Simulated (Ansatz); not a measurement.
# Be: the cost of one run

Method: DFT r2SCAN, scalar-relativistic, plane waves, PAW, in Ansatz 0.2.0.

2 further runs of the same task are left out: 1 that didn't finish, 1 set aside as unsound or not needed.

### 1 Starting point

Symmetry: P6_3/mmc, No. 194, hexagonal system. Conventional cell: a = 2.264 Å, b = 2.264 Å, c = 3.563 Å, α = 90.00°, β = 90.00°, γ = 120.00°. Be (site symmetry -6m2) is surrounded by 12 Be at 2.21 to 2.26 Å.

As a file:

```
CELL_PARAMETERS angstrom
2.26405 0.00000 0.00000
-1.13203 1.96073 0.00000
0.00000 0.00000 3.56321
ATOMIC_POSITIONS crystal
Be 0.33333 0.66667 0.25000
Be 0.66667 0.33333 0.75000
```

It is the result of an earlier relaxation at this level (volume 7.91 Å³/atom; gap on the mesh: none (metal)).

### 2 Bands, states and charges

Contents of input.yaml:

```yaml
crystal:
  lattice:
    - [2.2640527271, 0.0, 0.0]
    - [-1.1320263635, 1.9607271771, 0.0]
    - [0.0, 0.0, 3.5632097946]
  atoms:
    - { symbol: Be, position: [0.3333333333, 0.6666666667, 0.25] }
    - { symbol: Be, position: [0.6666666667, 0.3333333333, 0.75] }
basis:
  ecutwfc: 500
kpoints:
  mp_grid: { grid: [24, 24, 12] }
  band_path:
    path:
      - [[0.0, 0.0, 0.0], [0.5, 0.0, 0.0], [0.33333333, 0.33333333, 0.0], [0.0, 0.0, 0.0], [0.0, 0.0, 0.5], [0.5, 0.0, 0.5], [0.33333333, 0.33333333, 0.5], [0.0, 0.0, 0.5]]
      - [[0.5, 0.0, 0.5], [0.5, 0.0, 0.0]]
      - [[0.33333333, 0.33333333, 0.5], [0.33333333, 0.33333333, 0.0]]
    npoints: 14
hamiltonian:
  xc: r2scan
scf:
  occupations: { method: gaussian, width: 0.1 }
  n_extra_bands: 6
output:
  forces: true
  stress: true
  eigenvalues: true
  populations: true
  dos: { projected: true, de: 0.02, nscf_kmesh: { grid: [36, 36, 18] } }
  bader: true
  write_density: true
  write_potential: true
  elf: true
  volumetric_format: npy
```

Command:

```sh
$ ansatz run input.yaml --threads 1 --pin off --max-ram 2560MiB --backend cpu --events-out ev --progress --plain --runs-dir out
```

**Question.** How long does this run take on 1 thread of Arm Neoverse V1, shared host, and how much memory does it need?

About 82 s, with a peak of 0.4 GiB.
